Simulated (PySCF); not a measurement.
# LaSi: bond curves at several levels of theory

What are the lowest state that PBE0 finds, the bond length, vibrational wavenumber and bond energy of LaSi, and how much do these hang on the method?

Computed with PySCF 2.14.0. Level: La def2-TZVPP with ECP46, Si def2-TZVPP, scalar-relativistic core potentials.

### Step 1. The job

A driver script around PySCF takes these settings:

```
atoms                         : La, Si
charge                        : 0
basis                         : La def2-TZVPP with ECP46, Si def2-TZVPP
Hamiltonian                   : scalar-relativistic core potentials
basis functions               : 98
electrons treated             : 25
masses in u                   : 138.9063, 27.9769
levels                        : PBE0, PBE, r²SCAN, M06-2X, LDA, r²SCANh, M06-L, CAM-B3LYP, HF, MP2, SCS-MP2, CCSD, CCSD(T)
grid                          : 80 radial by 434 angular points
occupations                   : held fixed by the projection of orbital angular momentum
dissociation limit            : La + Si, each in its ground configuration
starting distance in angstrom : 2.710
values of 2S to try           : 1, 3
```

Run with:

```
$ OMP_NUM_THREADS=2 python dia.py task.json out
```

After this run come: PBE0 along the bond; PBE (GGA); r²SCAN; M06-2X (hybrid meta-GGA); LDA (local density); r²SCANh (hybrid meta-GGA); M06-L (meta-GGA); CAM-B3LYP (range-separated hybrid); UHF; MP2 and coupled cluster.

Before running it: what results should come out? Wanted: for each run, Re; ωe; De; μ.

**Answer**, as computed:

Lowest PBE0 solution found, without spin–orbit coupling: quartet, unpaired electrons σ ↑↑, π ↑, about 0.0 electrons in the 4f shell (Mulliken).

```csv
level,Re (Å),ωe (cm⁻¹),De (eV),μ (D)
LDA,2.601,346,3.42,-4.22
PBE,2.629,334,2.87,-4.52
r²SCAN,2.622,340,2.69,-5.25
r²SCANh,2.614,345,2.63,-5.36
PBE0,2.606,351,2.70,-5.06
M06-2X,2.601,349,2.25,-4.88
CAM-B3LYP,2.605,354,2.26,-5.29
```

De is counted to La + Si in their ground configurations. A positive dipole means La(−)Si(+). No constants: UHF (the points don't follow one smooth fit); UHF-MP2 (the points don't follow one smooth fit); UHF-SCS-MP2 (the points don't follow one smooth fit); UHF-CCSD (the points don't follow one smooth fit); UHF-CCSD(T) (the points don't follow one smooth fit); M06-L (the points don't follow one smooth fit).

Bond lengths run from 2.601 Å (M06-2X) to 2.629 Å (PBE). Of the levels with a De here, M06-2X gives the least (2.25 eV) and LDA the most (3.42 eV).

Correlated steps freeze 5 core orbitals. These are scalar-relativistic numbers at best; spin–orbit coupling would shift them, the dissociation energy most. With d or f electrons several states lie close, and the lowest PBE0 determinant need not be the measured ground state. T1 is 0.036 near the minimum (highest on the curve 0.058), which may point to more than one leading configuration. With spin–orbit coupling the term label itself may not hold.
